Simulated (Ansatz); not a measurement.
Crystal: GaF.

```
Ga F
1.0
     3.16592    0.00000    0.00000
     0.00000    3.16592    0.00000
     0.00000    0.00000    3.16592
Ga F
1 1
Direct
  0.00000 0.00000 0.00000
  0.50000 0.50000 0.50000
```

The cell was built by a generator and needn't be a form met in nature.

```yaml
Program: Ansatz 0.2.0
Task: relaxation of cell and atoms
Functional: HSEsol
Potentials_or_basis: Ansatz PAW
Cutoff: "420 eV (not typed: the program's choice for these potentials)"
k_mesh: 4 × 4 × 4
Occupations: fermi-dirac, width 0.05 eV
Spin: no spin polarisation
```

At the start: volume 15.87 Å³/atom.

Problem. Where does the relaxation end?

Solution. It ends after 8 steps and the volume is 15.00 Å³/atom (-5.5 %); space group Pm-3m (No. 221, to 0.05 Å).

Step by step:
```tsv
step	energy change (eV)	largest force (eV/Å)	volume (Å³)
1	0.0000	0.0000	31.73
2	-0.0159	0.0000	29.75
3	-0.0158	0.0000	29.90
4	-0.0157	0.0000	30.04
5	-0.0155	0.0000	30.15
6	-0.0133	0.0000	30.15
7	-0.0137	0.0000	30.00
8	-0.0136	0.0000	30.00
```

Final structure:
```
Ga F
1.0
     3.10725    0.00000    0.00000
     0.00000    3.10725    0.00000
     0.00000    0.00000    3.10725
Ga F
1 1
Direct
  0.00000 0.00000 0.00000
  0.50000 0.50000 0.50000
```

Caveat: the k mesh is coarse (spacing up to 0.50 Å⁻¹), so the values aren't converged, least of all with exact exchange; the plane-wave basis is chosen anew once the cell has moved, so the energies of steps on either side of that aren't comparable; the pressure holds a Pulay correction of +0.3 GPa for the finite cutoff; the PAW data sets come from PBE, with cores solved anew for the run's functional, which leaves a small shift of forces and pressure.
